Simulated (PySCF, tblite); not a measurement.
# C4H4FNO2S: vibronic structure

What do calculations give for the vibronic structure of C4H4FNO2S (`NC1=C(F)S(=O)(=O)C=C1`)?

Programs: tblite 0.8.0 and PySCF 2.14.0, with routines of our own; each step states its level. All values are computed. Atoms count from 0.

## Step 1: The starting structure

13 atoms, charge 0, multiplicity 1; geometry from: force field or distance geometry start.

## Step 2: Optimising the geometry with GFN2-xTB

The job: settings as JSON, then the geometry in Å.

```
{"job": {"kind": "relax", "xc": "GFN2-xTB", "basis": "xTB"}, "charge": 0, "multiplicity": 1}
N      2.217600    -0.015700     0.152300
C      0.753700     0.015300     0.050800
C      0.088100    -1.084900    -0.145100
F      0.563800    -2.324000    -0.312400
S     -1.636800    -0.640000    -0.188300
O     -2.441900    -1.288700     0.853600
O     -2.096100    -0.916800    -1.593700
C     -1.290400     1.061100     0.085400
C      0.000300     1.194900     0.189200
H      2.661800     0.018500     1.096200
H      2.779000    -0.064400    -0.736100
H     -2.046200     1.846900     0.152400
H      0.442600     2.198200     0.378000
```

Command:

```
$ OMP_NUM_THREADS=1 python excited_run.py task.json out
```

One launch serves the whole session: the jobs run in the order shown.

What it wrote:

```text
step      E/eV     max force
  0    -802.84703    5.314
  1    -803.34031    2.488
  2    -803.45374    0.530
  3    -803.47227    0.515
  4    -803.49363    0.571
  5    -803.52894    0.817
  6    -803.59177    1.541
  7    -803.63254    0.740
  8    -803.67191    0.485
  9    -803.68660    0.657
 10    -803.70115    0.373
 11    -803.71331    0.419
 12    -803.72597    0.530
 13    -803.73787    0.480
 14    -803.75325    0.367
 15    -803.77122    0.359
 16    -803.79000    0.339
 17    -803.80596    0.453
 18    -803.82023    0.486
 19    -803.84283    0.394
 20    -803.85782    0.350
 21    -803.87530    0.353
 22    -803.89827    0.504
 23    -803.92731    0.576
 24    -803.95183    0.590
 25    -803.96388    0.791
 26    -803.98376    0.380
 27    -803.99428    0.375
 28    -804.01359    0.412
 29    -804.02757    0.451
 30    -804.03812    0.573
 31    -804.04852    0.329
 32    -804.05416    0.508
 33    -804.06956    0.265
 34    -804.07681    0.167
 35    -804.07955    0.122
 36    -804.08067    0.232
 37    -804.08207    0.113
 38    -804.08323    0.117
 39    -804.08457    0.102
 40    -804.08563    0.098
 41    -804.08695    0.087
 42    -804.08789    0.082
 43    -804.08854    0.068
 44    -804.08886    0.039
 45    -804.08902    0.034
 46    -804.08910    0.025
 47    -804.08916    0.022
 48    -804.08922    0.021
 49    -804.08926    0.014
 50    -804.08929    0.017
 51    -804.08932    0.016
 52    -804.08935    0.018
 53    -804.08940    0.019
 54    -804.08946    0.017
 55    -804.08951    0.017
 56    -804.08955    0.017
 57    -804.08958    0.016
 58    -804.08964    0.016
 59    -804.08971    0.017
 60    -804.08978    0.013
 61    -804.08981    0.011
 62    -804.08982    0.011
 63    -804.08983    0.011
 64    -804.08985    0.013
 65    -804.08986    0.010
 66    -804.08988    0.006
```

Wall time 0.35 s (1 thread of Arm Neoverse V2, shared host); peak memory 0.18 GiB.

Along the way: (not every step is listed)

```
step  energy from step 0 (eV)  largest force (eV/Å)
   0                   0.0000                5.3145
   1                  -0.4933                2.4880
   2                  -0.6067                0.5304
   3                  -0.6252                0.5145
   4                  -0.6466                0.5709
   5                  -0.6819                0.8174
   6                  -0.7447                1.5410
   7                  -0.7855                0.7405
   8                  -0.8249                0.4846
  13                  -0.8908                0.4797
  18                  -0.9732                0.4858
  23                  -1.0803                0.5763
  28                  -1.1666                0.4118
  33                  -1.2225                0.2651
  38                  -1.2362                0.1172
  43                  -1.2415                0.0683
  48                  -1.2422                0.0214
  53                  -1.2424                0.0185
  58                  -1.2426                0.0161
  61                  -1.2428                0.0108
  62                  -1.2428                0.0110
  63                  -1.2428                0.0112
  64                  -1.2428                0.0127
  65                  -1.2428                0.0099
  66                  -1.2428                0.0065
```

Close pairs (by a distance rule), those that changed most:

| bond | before (Å) | after (Å) | change (Å) |
| --- | --- | --- | --- |
| N0–C1 | 1.468 | 1.368 | -0.100 |
| S4–O6 | 1.504 | 1.432 | -0.072 |
| C1–C8 | 1.406 | 1.468 | +0.061 |
| N0–H10 | 1.052 | 1.007 | -0.045 |
| S4–C7 | 1.757 | 1.801 | +0.044 |
| C1–C2 | 1.301 | 1.341 | +0.041 |
| N0–H9 | 1.044 | 1.006 | -0.038 |
| S4–O5 | 1.468 | 1.433 | -0.034 |

The final coordinates are the input of the step that follows.

## Step 3: Harmonic vibrations with GFN2-xTB

The job: settings as JSON, then the geometry in Å.

```
{"job": {"kind": "ir", "xc": "GFN2-xTB", "basis": "xTB"}, "charge": 0, "multiplicity": 1}
N      2.207033     0.072661     0.056877
C      0.842534    -0.017664     0.019595
C      0.097295    -1.088760    -0.291156
F      0.540914    -2.326560    -0.555819
S     -1.658052    -0.674091    -0.284404
O     -2.339503    -1.334482     0.789888
O     -2.232243    -0.749399    -1.594610
C     -1.288061     1.033749     0.151317
C      0.023665     1.177425     0.255758
H      2.608035     0.822806     0.594221
H      2.718173    -0.794848     0.060446
H     -2.048827     1.775971     0.282598
H      0.524648     2.103679     0.497561
```

What it wrote:

```text
mode    cm-1     km/mol
  1      79.9      0.82
  2     122.6      0.42
  3     214.1      5.18
  4     227.3      3.52
  5     279.0      7.40
  6     334.1      7.31
  7     359.7      4.98
  8     365.4     75.16
  9     439.9     10.02
 10     444.0     91.12
 11     493.7    284.68
 12     521.7    117.71
 13     546.8      2.77
 14     571.3     47.56
 15     642.3     16.57
 16     758.1     44.10
 17     763.5     93.63
 18     881.5      6.21
 19     923.5      4.68
 20    1022.5     13.53
 21    1059.9     19.09
 22    1133.3    327.84
 23    1197.1    159.37
 24    1220.4      0.57
 25    1264.4    502.55
 26    1346.6     66.82
 27    1473.0     75.56
 28    1625.4     57.49
 29    1722.8    162.57
 30    3071.1      9.04
 31    3166.3      0.85
 32    3465.7     22.17
 33    3522.3     12.01
```

It took 0.34 s on 1 thread of Arm Neoverse V2, shared host; peak memory 0.18 GiB.

The strongest bands and the atoms that carry them (share of the mass-weighted mode):

| cm⁻¹ | km/mol | atoms |
| --- | --- | --- |
| 444 | 91.1 | S4 27 %, C7 16 %, O5 11 %, O6 11 % |
| 494 | 284.7 | H10 23 %, S4 20 %, N0 14 %, O6 12 % |
| 522 | 117.7 | H10 36 %, S4 14 % |
| 764 | 93.6 | C7 42 %, S4 18 %, H11 16 % |
| 1133 | 327.8 | O5 30 %, O6 29 %, S4 24 % |
| 1197 | 159.4 | C2 39 %, F3 17 %, C1 15 % |
| 1264 | 502.6 | S4 43 %, O6 29 %, O5 27 % |
| 1723 | 162.6 | C1 45 %, C2 33 % |

## Step 4: Vibronic structure: TDDFT PBE/def2-SVP

Settings changed since step 3:

```diff
@@ -1,2 +1,2 @@
-{"job": {"kind": "ir", "xc": "GFN2-xTB", "basis": "xTB"}, "charge": 0, "multiplicity": 1}
+{"job": {"kind": "vib", "xc": "PBE", "basis": "def2-SVP", "tda": false}, "charge": 0, "multiplicity": 1}
 N      2.207033     0.072661     0.056877
```

Level: TDDFT PBE/def2-SVP vertical-gradient vibronic structure (displaced harmonic oscillators, Condon), gas phase.

What it wrote:

```text
final grid: 57704 points
cycle   1  E = -856.4430696514  dE =  2.204e+00  |g| = 1.349e+00  |ddm| = 4.817e+00
cycle   2  E = -853.0547840439  dE =  3.388e+00  |g| = 4.034e+00  |ddm| = 5.788e+00
cycle   3  E = -856.6650568223  dE = -3.610e+00  |g| = 6.683e-01  |ddm| = 4.937e+00
cycle   4  E = -856.7554646971  dE = -9.041e-02  |g| = 3.872e-01  |ddm| = 1.351e+00
cycle   5  E = -856.7737463226  dE = -1.828e-02  |g| = 2.926e-01  |ddm| = 7.419e-01
cycle   6  E = -856.7967571913  dE = -2.301e-02  |g| = 4.449e-02  |ddm| = 3.963e-01
cycle   7  E = -856.7970304274  dE = -2.732e-04  |g| = 3.016e-02  |ddm| = 7.531e-02
cycle   8  E = -856.7972708161  dE = -2.404e-04  |g| = 8.103e-03  |ddm| = 4.009e-02
cycle   9  E = -856.7972866959  dE = -1.588e-05  |g| = 2.528e-03  |ddm| = 1.247e-02
cycle  10  E = -856.7972879532  dE = -1.257e-06  |g| = 1.138e-03  |ddm| = 4.174e-03
cycle  11  E = -856.7972882111  dE = -2.579e-07  |g| = 3.120e-04  |ddm| = 1.534e-03
cycle  12  E = -856.7972882230  dE = -1.192e-08  |g| = 2.268e-04  |ddm| = 5.163e-04
cycle  13  E = -856.7972882323  dE = -9.351e-09  |g| = 7.138e-05  |ddm| = 2.820e-04
cycle  14  E = -856.7972882336  dE = -1.272e-09  |g| = 6.596e-06  |ddm| = 9.098e-05
cycle  15  E = -856.7972882336  dE = -1.069e-11  |g| = 5.014e-06  |ddm| = 1.380e-05
converged SCF energy = -856.7972882336

Singlet excitations (eV, f): 3.126 (0.0214)  4.342 (0.0003)  4.646 (0.0486)  4.962 (0.0047)  5.122 (0.0016)  5.468 (0.0078)

State S1  3.1263 eV  f = 0.02136  H->L 0.96
  relaxed dipole 7.948 D, largest gradient of the excitation energy 0.0845 Eh/bohr
  mode    cm-1        S   lambda/meV  Raman
   28   1625.4    0.8782     177.0   1.000
   17    763.5    1.6697     158.0   0.419
    8    365.4    1.4874      67.4   0.086
    5    279.0    1.6930      58.6   0.057
   11    493.7    0.4217      25.8   0.044
    6    334.1    0.6154      25.5   0.030
    3    214.1    0.9136      24.3   0.018
   24   1220.4    0.1088      16.5   0.070
   12    521.7    0.2196      14.2   0.026
   10    444.0    0.2149      11.8   0.018
   29   1722.8    0.0412       8.8   0.053
    9    439.9    0.1320       7.2   0.011
  reorganisation energy 0.6387 eV, total S 8.895, 0-0 2.4876 eV
  absorption maximum 3.078 eV, width 0.652 eV

State S3  4.6455 eV  f = 0.04856  H-1->L 0.85
  relaxed dipole 3.263 D, largest gradient of the excitation energy 0.1320 Eh/bohr
  mode    cm-1        S   lambda/meV  Raman
   22   1133.3    1.8658     262.2   1.000
   11    493.7    3.0168     184.7   0.307
   12    521.7    2.7531     178.1   0.313
    7    359.7    2.2595     100.8   0.122
   28   1625.4    0.4955      99.8   0.546
   15    642.3    0.5705      45.4   0.098
   23   1197.1    0.2865      42.5   0.171
   14    571.3    0.5808      41.1   0.079
   10    444.0    0.4043      22.3   0.033
    8    365.4    0.4513      20.4   0.025
   26   1346.6    0.0952      15.9   0.072
   24   1220.4    0.0948      14.3   0.059
  reorganisation energy 1.0756 eV, total S 13.469, 0-0 3.5699 eV
  absorption maximum 4.611 eV, width 0.807 eV

State T1  2.1800 eV  f = 0.00000  H->L 0.98
  relaxed dipole 7.457 D, largest gradient of the excitation energy 0.1024 Eh/bohr
  mode    cm-1        S   lambda/meV  Raman
   28   1625.4    1.1301     227.7   1.000
   17    763.5    0.8876      84.0   0.173
    8    365.4    1.2435      56.3   0.056
    5    279.0    1.6007      55.4   0.042
   26   1346.6    0.2590      43.2   0.157
   29   1722.8    0.1807      38.6   0.180
    3    214.1    0.9960      26.4   0.015
    6    334.1    0.5029      20.8   0.019
   23   1197.1    0.1177      17.5   0.056
   12    521.7    0.2386      15.4   0.022
   19    923.5    0.0861       9.9   0.025
   24   1220.4    0.0471       7.1   0.023
  reorganisation energy 0.6379 eV, total S 7.785, 0-0 1.5421 eV
  absorption maximum 2.138 eV, width 0.714 eV
```

It took 30 s on 1 thread of Arm Neoverse V2, shared host; peak memory 0.71 GiB.

## Step 5: Vibronic structure: TDDFT B97-2/def2-SVP

Settings changed since step 4:

```diff
@@ -1,2 +1,2 @@
-{"job": {"kind": "vib", "xc": "PBE", "basis": "def2-SVP", "tda": false}, "charge": 0, "multiplicity": 1}
+{"job": {"kind": "vib", "xc": "B97-2", "basis": "def2-SVP", "tda": false, "fwhm_ev": 0.15, "nstates": 4, "grid": 2}, "charge": 0, "multiplicity": 1}
 N      2.207033     0.072661     0.056877
```

Method: TDDFT B97-2/def2-SVP vertical-gradient vibronic structure (displaced harmonic oscillators, Condon), gas phase.

What it wrote:

```text
coarse grid: 12768 points
cycle   1  E = -856.9229964318  dE =  2.373e+00  |g| = 1.242e+00  |ddm| = 4.679e+00
cycle   2  E = -855.5837031160  dE =  1.339e+00  |g| = 2.821e+00  |ddm| = 4.077e+00
cycle   3  E = -857.2000913524  dE = -1.616e+00  |g| = 2.930e-01  |ddm| = 3.132e+00
cycle   4  E = -857.2187106205  dE = -1.862e-02  |g| = 1.421e-01  |ddm| = 5.369e-01
cycle   5  E = -857.2226351218  dE = -3.925e-03  |g| = 7.246e-02  |ddm| = 2.137e-01
cycle   6  E = -857.2239897845  dE = -1.355e-03  |g| = 1.089e-02  |ddm| = 9.128e-02
cycle   7  E = -857.2240167512  dE = -2.697e-05  |g| = 3.706e-03  |ddm| = 1.596e-02
cycle   8  E = -857.2240194865  dE = -2.735e-06  |g| = 1.076e-03  |ddm| = 6.137e-03
final grid: 123080 points
cycle   9  E = -857.3267007114  dE = -3.302e-05  |g| = 7.395e-03  |ddm| = 4.437e-02
cycle  10  E = -857.3266859537  dE =  1.476e-05  |g| = 1.155e-02  |ddm| = 1.869e-02
cycle  11  E = -857.3267104780  dE = -2.452e-05  |g| = 1.154e-03  |ddm| = 1.214e-02
cycle  12  E = -857.3267107420  dE = -2.640e-07  |g| = 3.334e-04  |ddm| = 1.581e-03
cycle  13  E = -857.3267107613  dE = -1.928e-08  |g| = 7.940e-05  |ddm| = 4.324e-04
cycle  14  E = -857.3267107625  dE = -1.242e-09  |g| = 2.452e-05  |ddm| = 1.107e-04
cycle  15  E = -857.3267107627  dE = -1.214e-10  |g| = 1.188e-05  |ddm| = 3.709e-05
converged SCF energy = -857.3267107627

Singlet excitations (eV, f): 3.598 (0.0268)  4.920 (0.0004)  5.342 (0.0700)  5.733 (0.0012)

State S1  3.5976 eV  f = 0.02680  H->L 0.98
  relaxed dipole 8.070 D, largest gradient of the excitation energy 0.0969 Eh/bohr
  mode    cm-1        S   lambda/meV  Raman
   28   1625.4    1.2630     254.5   1.000
   17    763.5    1.6346     154.7   0.286
    8    365.4    1.7867      80.9   0.071
    5    279.0    2.0039      69.3   0.047
    3    214.1    1.1990      31.8   0.016
   29   1722.8    0.1390      29.7   0.124
    6    334.1    0.6297      26.1   0.021
   12    521.7    0.2847      18.4   0.023
   11    493.7    0.2924      17.9   0.021
   26   1346.6    0.0927      15.5   0.050
   24   1220.4    0.0941      14.2   0.042
   23   1197.1    0.0846      12.6   0.036
  reorganisation energy 0.7939 eV, total S 10.452, 0-0 2.8037 eV
  absorption maximum 3.552 eV, width 0.770 eV

State S3  5.3422 eV  f = 0.06996  H-1->L 0.88
  relaxed dipole 3.590 D, largest gradient of the excitation energy 0.1409 Eh/bohr
  mode    cm-1        S   lambda/meV  Raman
   22   1133.3    2.1385     300.5   1.000
   12    521.7    2.6460     171.2   0.262
   11    493.7    2.6973     165.1   0.239
   28   1625.4    0.8086     163.0   0.778
    7    359.7    1.9421      86.6   0.091
   15    642.3    0.9693      77.2   0.146
   23   1197.1    0.3941      58.5   0.206
   14    571.3    0.6089      43.1   0.072
   17    763.5    0.3043      28.8   0.065
   26   1346.6    0.1670      27.9   0.110
   24   1220.4    0.1527      23.1   0.083
    8    365.4    0.4026      18.2   0.020
  reorganisation energy 1.2038 eV, total S 13.841, 0-0 4.1385 eV

State T1  2.4279 eV  f = 0.00000  H->L 0.95
  relaxed dipole 7.507 D, largest gradient of the excitation energy 0.1281 Eh/bohr
  mode    cm-1        S   lambda/meV  Raman
   28   1625.4    1.5615     314.7   1.000
   26   1346.6    0.4720      78.8   0.207
   17    763.5    0.8022      75.9   0.113
   29   1722.8    0.3173      67.8   0.228
    5    279.0    1.7843      61.7   0.034
    8    365.4    1.1729      53.1   0.038
   23   1197.1    0.2051      30.4   0.071
    3    214.1    1.1182      29.7   0.012
   19    923.5    0.1529      17.5   0.032
    6    334.1    0.4219      17.5   0.011
   12    521.7    0.2425      15.7   0.016
    7    359.7    0.2693      12.0   0.008
  reorganisation energy 0.8175 eV, total S 8.937, 0-0 1.6104 eV
  absorption maximum 2.396 eV, width 0.850 eV
```

It took 40 s on 1 thread of Arm Neoverse V2, shared host; peak memory 0.98 GiB.

## Step 6: Results

| quantity | value |
| --- | --- |
| strongest single infrared mode (GFN2-xTB) | 1264 cm⁻¹, 503 km/mol |
| zero-point energy (GFN2-xTB) | 50.4 kcal/mol |
| S1: vertical, reorganisation, 0-0, total S (step 4, TDDFT PBE/def2-SVP, modes from GFN2-xTB) | 3.13, 0.64, 2.49 eV; 8.9 |
| S3: vertical, reorganisation, 0-0, total S (step 4, TDDFT PBE/def2-SVP, modes from GFN2-xTB) | 4.65, 1.08, 3.57 eV; 13.5 |
| T1: vertical, reorganisation, 0-0, total S (step 4, TDA PBE/def2-SVP, modes from GFN2-xTB) | 2.18, 0.64, 1.54 eV; 7.8 |
| S1: vertical, reorganisation, 0-0, total S (step 5, TDDFT B97-2/def2-SVP, modes from GFN2-xTB) | 3.60, 0.79, 2.80 eV; 10.5 |
| S3: vertical, reorganisation, 0-0, total S (step 5, TDDFT B97-2/def2-SVP, modes from GFN2-xTB) | 5.34, 1.20, 4.14 eV; 13.8 |
| T1: vertical, reorganisation, 0-0, total S (step 5, TDA B97-2/def2-SVP, modes from GFN2-xTB) | 2.43, 0.82, 1.61 eV; 8.9 |

In words: All 33 modes are real, so the xTB geometry is a minimum. The strongest single mode, at 1264 cm⁻¹, has its largest shares on S4, O6 and O5 (the list is cut at 3 atoms). Unscaled tight-binding wavenumbers are off by several per cent, some by more. Its intensities can rank the bands wrongly. The vibronic model keeps the ground-state modes (from xTB) and shifts them along the gradient alone, so it can miss much of the relaxation that a full optimisation finds. In step 5 the harmonic model is doubtful.
